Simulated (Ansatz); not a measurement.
# C₂H₁₀AlN: one species, many methods

The task here is to estimate one member of a computed series from the others.

Method: functionals in def2-TZVPP, the program's frozen cores in correlated methods; program: Ansatz 0.2.0, Gaussian basis.

Levels to be run: LDA (SPW92), PBE-D4, revPBE-D4, BLYP-D4, r2SCAN-D4, B97M-V, PBE0-D4, B3LYP-D4, r2SCANh-D4, r2SCAN0-D4, HSE06-D4, BHLYP-D4, CAM-B3LYP-D4, LC-ωPBE, ωB97X-V, ωB97M-V, B2PLYP, PBE-QIDH; CCSD(T)/def2-SVP; CCSD(T)/def2-TZVPP; MP2/def2-QZVPP; extrapolation to the limit; RPA on PBE.

## Structure used throughout

The geometry comes from an earlier relaxation with PBE0-D4 in a triple-zeta def2 set; it is a stationary point, not always the lowest conformer.

14 atoms, charge 0, spin multiplicity 1.

Atoms are counted from 1 here; the program's logs count them from 0.

Bond lengths: C1–Al2 1.977 Å, C1–H5 1.096 Å, C1–H6 1.096 Å, C1–H7 1.096 Å, Al2–C3 1.977 Å, Al2–N4 2.071 Å, Al2–H8 1.612 Å, C3–H9 1.096 Å, C3–H10 1.096 Å, C3–H11 1.096 Å, N4–H12 1.015 Å, N4–H13 1.015 Å, N4–H14 1.015 Å. Angles: Al2–C1–H5 113.1°, Al2–C1–H6 110.7°, Al2–C1–H7 112.7°, H5–C1–H6 106.2°, H5–C1–H7 107.4°, H6–C1–H7 106.2°, C1–Al2–C3 117.8°, C1–Al2–N4 100.7°, C1–Al2–H8 117.0°, C3–Al2–N4 100.7°, C3–Al2–H8 117.0°, N4–Al2–H8 97.5°, Al2–C3–H9 110.7°, Al2–C3–H10 113.1°, Al2–C3–H11 112.7°, H9–C3–H10 106.2°, H9–C3–H11 106.2°, H10–C3–H11 107.4° and more.

Set-up of the first run:

File in.yaml:

```yaml
crystal:
  periodic: [false, false, false]
  atoms:
    - {symbol: C, position_ang: [-0.930458, 1.052034, -1.294199]}
    - {symbol: Al, position_ang: [-0.487363, 0.155828, 0.411721]}
    - {symbol: C, position_ang: [1.171895, 0.702987, 1.337517]}
    - {symbol: N, position_ang: [0.055794, -1.722420, -0.271673]}
    - {symbol: H, position_ang: [-1.740387, 0.556718, -1.841697]}
    - {symbol: H, position_ang: [-1.265644, 2.080000, -1.116922]}
    - {symbol: H, position_ang: [-0.071171, 1.122501, -1.971651]}
    - {symbol: H, position_ang: [-1.723435, -0.307002, 1.337815]}
    - {symbol: H, position_ang: [1.055482, 1.694632, 1.788725]}
    - {symbol: H, position_ang: [1.451137, 0.026889, 2.153601]}
    - {symbol: H, position_ang: [2.031586, 0.773391, 0.660583]}
    - {symbol: H, position_ang: [0.306133, -2.325845, 0.504759]}
    - {symbol: H, position_ang: [-0.715533, -2.158492, -0.766178]}
    - {symbol: H, position_ang: [0.848764, -1.680421, -0.903602]}
basis:
  gaussian: {orbitals: def2-TZVPP}
hamiltonian: {xc: lda}
output: {orbitals: {seedname: orbitals}}
```

The run is started by

```
$ ansatz run in.yaml --threads 4 --pin off --events-out ev --progress --plain --max-ram 10444MiB
```

Steps of the session up to this table: LDA; PBE-D4 (GGA); revPBE-D4 (GGA); BLYP-D4 (GGA); r2SCAN-D4 (meta-GGA); B97M-V (meta-GGA); B3LYP-D4 (hybrid); r2SCANh-D4 (hybrid); r2SCAN0-D4 (hybrid); HSE06-D4 (hybrid); BHLYP-D4 (hybrid); CAM-B3LYP-D4 (range-separated); LC-ωPBE (range-separated); ωB97X-V (range-separated); ωB97M-V (range-separated); B2PLYP (double hybrid); PBE-QIDH (double hybrid).

One table of the session follows, with a row left open; its other results are not shown here.

It belongs to the step «Frontier levels by functional». 

```
  functional  HOMO (eV)  gap (eV)
 LDA (SPW92)      -5.76      4.73
      PBE-D4      -5.63      4.69
   revPBE-D4      -5.58      4.70
     BLYP-D4      -5.50      4.52
   r2SCAN-D4      -5.89      5.70
      B97M-V      -5.99      5.23
     PBE0-D4      -6.90      6.79
    B3LYP-D4      -6.68      6.20
  r2SCANh-D4      -6.36      6.41
  r2SCAN0-D4      -7.08      7.46
    HSE06-D4      -6.50      6.02
    BHLYP-D4      -8.09      8.55
CAM-B3LYP-D4      -8.29      8.91
     LC-ωPBE          ?         ?
     ωB97X-V      -9.31     11.05
     ωB97M-V      -9.17     10.44
```

**Question.** Estimate the row for LC-ωPBE.

**Answer.** HOMO (eV): -9.68; gap (eV): 11.64. In the column «HOMO (eV)» it is the lowest.
